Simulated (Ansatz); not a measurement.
# Hf5Te: the cost of one run

Program: Ansatz 0.2.0. Level of theory: DFT PBE, scalar-relativistic, plane waves, PAW. These are calculated values, not measurements.

## (1) The structure to begin with

The structure is trigonal, space group R-3m (No. 166). Conventional cell: a = 7.642 Å, b = 7.642 Å, c = 8.993 Å, α = 90.00°, β = 90.00°, γ = 120.00°. Hf (site symmetry 3m) has 4 Hf at 2.61 to 2.78 Å as nearest neighbours. Hf (site symmetry 2/m) has 2 Te at 2.67 Å and 2 Hf at 2.78 Å as nearest neighbours. Around Te (site symmetry -3m) lie 6 Hf at 2.67 Å.

Structure file:

```xyz
6
Lattice="3.8210 2.2060 2.9975 -3.8210 2.2060 2.9975 0.0000 -4.4121 2.9975" Properties=species:S:1:pos:R:3 pbc="T T T"
Hf    0.0000    0.0000    1.3036
Hf    0.0000    0.0000    7.6890
Hf    1.9105   -1.1030    2.9975
Hf    0.0000    2.2060    2.9975
Hf   -1.9105   -1.1030    2.9975
Te    0.0000    0.0000    4.4963
```

Recipe of the guess: random cell by space group and Wyckoff sites (R-3m, No. 166). Lengths come from tabulated atomic sizes and are only a guess.

## (2) Probe: one point on a coarse mesh

input.yaml

```yaml
crystal:
  lattice:
    - [3.82096765, 2.2060367, 2.99753692]
    - [-3.82096765, 2.2060367, 2.99753692]
    - [0.0, -4.4120734, 2.99753692]
  atoms:
    - { symbol: Hf, position: [0.14496567, 0.14496567, 0.14496567] }
    - { symbol: Hf, position: [0.85503433, 0.85503433, 0.85503433] }
    - { symbol: Hf, position: [0.5, 0.0, 0.5] }
    - { symbol: Hf, position: [0.5, 0.5, 0.0] }
    - { symbol: Hf, position: [0.0, 0.5, 0.5] }
    - { symbol: Te, position: [0.5, 0.5, 0.5] }
basis:
  ecutwfc: 420
kpoints:
  mp_grid: { grid: [3, 3, 3] }
hamiltonian:
  xc: pbe
scf:
  occupations: { method: gaussian, width: 0.1 }
  lower_state_search: "off"
output:
  forces: true
  stress: true
  eigenvalues: true
```

Launch:

```console
ansatz run input.yaml --threads 1 --pin off --max-ram 2560MiB --backend cpu --events-out ev --progress --plain --runs-dir out
```

Q: Estimate wall time and peak memory on 1 thread of Intel Xeon at 2.70GHz, shared host.

About 7.7 s, with a peak of 0.46 GiB.
